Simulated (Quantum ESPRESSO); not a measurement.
# Rh: work function with PBE

Slab: Rh, a slab with vacuum.

```
Rh
1.0
     2.68920    0.00000    0.00000
     0.00000    2.68920    0.00000
     0.00000    0.00000   24.50775
Rh
6
Direct
  0.50000 0.50000 0.30603
  0.00000 0.00000 0.38362
  0.50000 0.50000 0.46121
  0.00000 0.00000 0.53879
  0.50000 0.50000 0.61638
  0.00000 0.00000 0.69397
```

The slab is cut from a database's or a generator's crystal, which needn't be the stable form of the element.

* Program: Quantum ESPRESSO 7.5
* Task: work function
* Functional: PBE
* Potentials or basis: PseudoDojo 0.4.1 SR PBE standard
* Cutoff: 1197 eV
* Density cutoff: 4789 eV
* k mesh: 5 × 5 × 1
* Occupations: fermi-dirac, width 0.1 eV
* Spin: no spin polarisation
* Boundary across the vacuum: none
* Mixing mode: local-TF
* Mixing beta: 0.3
* Most SCF iterations: 150
* SCF threshold: 6e-09 Ry

```yaml
Largest_force: 0.486 eV/Å
Band_gap_on_the_k_mesh: none (metal or under the smearing width)
Work_function_of_the_upper_face: 5.04 eV
Work_function_of_the_lower_face: 5.04 eV
```

Forces on the atoms (eV/Å):
```
Rh   0.000  0.000  0.277
Rh   0.000  0.000 -0.486
Rh   0.000  0.000 -0.301
Rh   0.000  0.000  0.301
Rh   0.000  0.000  0.486
Rh   0.000  0.000 -0.277
```

Levels at points of the mesh, in eV from the Fermi level:
```tsv
k point	band 48	band 49	band 50	band 51	band 52	band 53	band 54	band 55
(0.00, 0.00, 0.00)	-0.69	-0.60	-0.60	-0.29	0.01	0.13	0.26	0.26
```

Run time: 95 s on 2 MPI ranks on Arm Neoverse V1, with other jobs on the host, peak memory 0.4 GiB a rank.

Caveat: the k mesh is coarse (spacing up to 0.47 Å⁻¹), so the values aren't converged.
